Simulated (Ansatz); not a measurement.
# Cl2H4Si2: the cost of one run

Computed with Ansatz 0.2.0, Gaussian basis. Level: PBE0-D4/def2-TZVP structures, single points in def2-TZVPP, no counterpoise correction.

Levels: SPW92, PBE-D4, BLYP-D4, r2SCAN-D4, B97M-V, PBE0-D4, B3LYP-D4, r2SCAN0-D4, BHLYP-D4, CAM-B3LYP-D4, wB97X-V, wB97M-V, B2PLYP, PBE-QIDH, RPA on PBE, Hartree-Fock, MP2, CCSD, CCSD(T).

Correlated methods freeze the cores. B3LYP uses VWN-RPA correlation. B2PLYP carries no dispersion term here.

113 further runs of the same task are left out: 113 set aside as unsound or not needed.

### Step 1. Starting geometry

The complex: 15 atoms, charge 0, spin multiplicity 1.

Atoms are counted from 1 here; the program's logs count them from 0.

Bond lengths: Si1–Si2 2.338 Å, Si1–Cl3 2.105 Å, Si1–Cl4 2.154 Å, Si1–H5 1.479 Å, Si2–H10 1.489 Å, Si2–H11 1.485 Å, Si2–H12 1.495 Å, H6–N7 1.024 Å, N7–H13 1.015 Å, N7–H14 1.015 Å, H8–O9 0.960 Å, O9–H15 0.965 Å. Angles: Si2–Si1–Cl3 117.3°, Si2–Si1–Cl4 92.3°, Si2–Si1–H5 125.8°, Cl3–Si1–Cl4 96.4°, Cl3–Si1–H5 114.8°, Cl4–Si1–H5 96.0°, Si1–Si2–H10 107.9°, Si1–Si2–H11 110.1°, Si1–Si2–H12 113.6°, H10–Si2–H11 109.3°, H10–Si2–H12 107.7°, H11–Si2–H12 108.2°, H6–N7–H13 108.3°, H6–N7–H14 108.9°, H13–N7–H14 108.3°, H8–O9–H15 105.9°.

Geometry (Å):

```xyz
15

Si   -1.4090   -0.0879   -0.3191
Si    0.2402   -1.7454   -0.2926
Cl   -1.5761    1.1351    1.3865
Cl   -2.9477   -1.4884    0.2388
H    -2.0987    0.4271   -1.5213
H     0.8908    1.3103   -0.2520
N     0.1184    1.3349   -0.9238
H     2.2073    0.2037    1.7794
O     1.6924    0.9644    1.5002
H     0.4434   -2.1647    1.1211
H    -0.2003   -2.9160   -1.0925
H     1.5592   -1.2859   -0.8248
H    -0.2609    2.2757   -0.9399
H     0.4801    1.1220   -1.8475
H     0.8610    0.9151    1.9876
```

Its parts: Si2H4Cl2 holds atoms 1, 2, 3, 4, 5, 10, 11, 12; NH3 holds atoms 6, 7, 13, 14; H2O holds atoms 8, 9, 15. Each part counts its atoms afresh in its own runs.

### Step 2. Relaxing Si2H4Cl2 alone

relax-a/in.yaml reads:

```yaml
crystal:
  periodic: [false, false, false]
  atoms:
    - {symbol: Si, position_ang: [-1.409045, -0.087914, -0.319124]}
    - {symbol: Si, position_ang: [0.240196, -1.745388, -0.292582]}
    - {symbol: Cl, position_ang: [-1.576067, 1.135075, 1.386523]}
    - {symbol: Cl, position_ang: [-2.947721, -1.488394, 0.238753]}
    - {symbol: H, position_ang: [-2.098675, 0.427114, -1.521281]}
    - {symbol: H, position_ang: [0.443377, -2.164746, 1.121109]}
    - {symbol: H, position_ang: [-0.200332, -2.915961, -1.092491]}
    - {symbol: H, position_ang: [1.559155, -1.285882, -0.824752]}
basis:
  gaussian: {orbitals: def2-TZVP}
hamiltonian: {xc: pbe0, dispersion: d4}
relax: {f_tol: 0.005, max_steps: 200}
```

Run with:

```sh
> ansatz run in.yaml --threads 5 --pin off --events-out ev --progress --plain --max-ram 66560MiB --backend cuda --devices 0, --max-vram 37GiB
```

**Question.** How long does this run take on 1 × a share of an NVIDIA H100 with 5 threads of AMD EPYC 7R13, shared host?

About 23 s.
